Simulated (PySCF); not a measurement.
# C12H9F: the cost of one run

Computed with PySCF 2.14.0 and routines of our own; the level stands in each step. Atoms count from 0.

## 1. The system as given

22 atoms, charge 0, multiplicity 1; geometry from: GFN2-xTB.

## 2. NMR shifts: GIAO KT3/pcSseg-1

Job settings and geometry (Å):

```
{"job": {"kind": "nmr", "xc": "KT3", "basis": "pcSseg-1", "pop": false}, "charge": 0, "multiplicity": 1}
F      4.826517    -0.081486    -0.236118
C      3.477576    -0.057723    -0.169839
C      2.862250    -0.260241     1.052007
C      1.481649    -0.226916     1.112696
C      0.723813    -0.010505    -0.034896
C     -0.747684     0.013242     0.037234
C     -1.396498     0.844228     0.945283
C     -2.777766     0.872008     1.005282
C     -3.526538     0.058220     0.171523
C     -2.888349    -0.778132    -0.729067
C     -1.507583    -0.795136    -0.802522
C      1.373176     0.182761    -1.251254
C      2.753523     0.168733    -1.326164
H      3.460743    -0.441181     1.931094
H      0.981891    -0.391577     2.055759
H     -0.809434     1.485020     1.587454
H     -3.271176     1.531974     1.703617
H     -4.604878     0.077266     0.223793
H     -3.466693    -1.420893    -1.376645
H     -1.008196    -1.453484    -1.498974
H      0.788373     0.364817    -2.140708
H      3.269037     0.330636    -2.260062
```

With the program's defaults for keys left out, this is: GIAO KT3/pcSseg-1 NMR shielding, non-relativistic, gas phase.

Command:

```sh
$ OMP_NUM_THREADS=1 python large_run.py task.json out
```

The driver reads the jobs from task.json and runs them one after another.

**Question.** How long does this job take on 1 thread of Arm Neoverse V2, shared host, and how much memory does it need?

About 14 s, with a peak of 0.5 GiB.
